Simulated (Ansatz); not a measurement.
# C₈H₄N₂: ionisation energy by level of theory

One table from this session's results is given with a row withheld; the runs are named, their logs left out.

The runs use Ansatz 0.2.0, Gaussian basis; unrestricted cation, the program's frozen cores in correlated methods.

Plan: UKS PBE-D4/def2-TZVPP; UKS r2SCAN-D4/def2-TZVPP; UKS PBE0-D4/def2-TZVPP; UKS B3LYP-D4/def2-TZVPP; UKS wB97X-V/def2-TZVPP; UKS wB97M-V/def2-TZVPP; UKS B2PLYP/def2-TZVPP; UHF-CCSD(T)/def2-TZVPP; UHF-MP2/def2-QZVPP; extrapolation to the limit; then −ε(HOMO) from the neutral's earlier runs with LDA (SPW92), PBE-D4, revPBE-D4, BLYP-D4, r2SCAN-D4, B97M-V, PBE0-D4, B3LYP-D4, r2SCANh-D4, r2SCAN0-D4, HSE06-D4, BHLYP-D4, CAM-B3LYP-D4, LC-ωPBE, ωB97X-V, ωB97M-V.

## Structure used throughout

All runs share one geometry, relaxed beforehand with PBE0-D4 in a triple-zeta def2 set.

14 atoms, charge 0, spin multiplicity 1.

Atoms are counted from 1 here; the program's logs count them from 0.

Bond lengths: N1–C2 1.151 Å, C2–C3 1.427 Å, C3–C4 1.395 Å, C3–C10 1.391 Å, C4–C5 1.384 Å, C4–H11 1.083 Å, C5–C6 1.384 Å, C5–H12 1.083 Å, C6–C7 1.395 Å, C6–H13 1.083 Å, C7–C8 1.427 Å, C7–C10 1.391 Å, C8–N9 1.151 Å, C10–H14 1.082 Å. Angles: N1–C2–C3 179.7°, C2–C3–C4 119.9°, C2–C3–C10 119.7°, C4–C3–C10 120.4°, C3–C4–C5 119.8°, C3–C4–H11 119.5°, C5–C4–H11 120.7°, C4–C5–C6 120.3°, C4–C5–H12 119.8°, C6–C5–H12 119.8°, C5–C6–C7 119.8°, C5–C6–H13 120.7°, C7–C6–H13 119.5°, C6–C7–C8 119.9°, C6–C7–C10 120.4°, C8–C7–C10 119.7°, C7–C8–N9 179.7°, C3–C10–C7 119.3° and more.

Set-up of the first run:

Input file in.yaml:

```yaml
crystal:
  periodic: [false, false, false]
  atoms:
    - {symbol: N, position_ang: [0.979439, -3.508105, -1.154948]}
    - {symbol: C, position_ang: [0.644066, -2.444359, -0.870403]}
    - {symbol: C, position_ang: [0.224836, -1.124968, -0.523103]}
    - {symbol: C, position_ang: [-0.612391, -0.413073, -1.382390]}
    - {symbol: C, position_ang: [-1.017972, 0.866096, -1.044407]}
    - {symbol: C, position_ang: [-0.597252, 1.442188, 0.141388]}
    - {symbol: C, position_ang: [0.239962, 0.729457, 0.999995]}
    - {symbol: C, position_ang: [0.674707, 1.322402, 2.223341]}
    - {symbol: N, position_ang: [1.022574, 1.804993, 3.208781]}
    - {symbol: C, position_ang: [0.654345, -0.556760, 0.671357]}
    - {symbol: H, position_ang: [-0.937646, -0.870129, -2.308444]}
    - {symbol: H, position_ang: [-1.667816, 1.419042, -1.711164]}
    - {symbol: H, position_ang: [-0.910616, 2.442518, 0.412337]}
    - {symbol: H, position_ang: [1.303756, -1.109302, 1.337639]}
basis:
  gaussian: {orbitals: def2-TZVPP}
total_charge: 1
magnetization: {spin_polarized: true, initial_magnetization: 1}
hamiltonian: {xc: pbe, dispersion: d4}
```

On the command line:

```bash
> ansatz run in.yaml --threads 2 --pin off --events-out ev --progress --plain --max-ram 32768MiB --backend cuda --devices 0, --max-vram 18GiB
```

Among the steps run: Cation, UKS PBE-D4/def2-TZVPP; Cation, UKS r2SCAN-D4/def2-TZVPP; Cation, UKS PBE0-D4/def2-TZVPP; Cation, UKS B3LYP-D4/def2-TZVPP; Cation, UKS wB97X-V/def2-TZVPP; Cation, UKS wB97M-V/def2-TZVPP; Cation, UKS B2PLYP (frozen core)/def2-TZVPP; Cation, UHF-CCSD(T)/def2-TZVPP; Cation, UHF-MP2/def2-QZVPP.

One table of the session follows, with a row left open; its other results are not shown here.

It belongs to the step «Ionisation energies side by side». For comparison, −ε(HOMO) of the neutral from earlier runs:

| functional | −ε(HOMO) (eV) |
| --- | --- |
| LDA (SPW92) | 7.62 |
| PBE-D4 | 7.38 |
| revPBE-D4 | 7.30 |
| BLYP-D4 | 7.19 |
| r2SCAN-D4 | 7.58 |
| B97M-V | 7.50 |
| PBE0-D4 | 8.40 |
| B3LYP-D4 | 8.17 |
| r2SCANh-D4 | 7.97 |
| r2SCAN0-D4 | 8.54 |
| HSE06-D4 | 8.01 |
| BHLYP-D4 | 9.22 |
| CAM-B3LYP-D4 | 9.57 |
| LC-ωPBE | 10.86 |
| ωB97X-V | 10.48 |
| ωB97M-V | ? |

**Question.** Estimate the row for ωB97M-V.

As computed: −ε(HOMO) (eV): 10.39. In the column «−ε(HOMO) (eV)» it lies between CAM-B3LYP-D4 (9.57) and ωB97X-V (10.48).
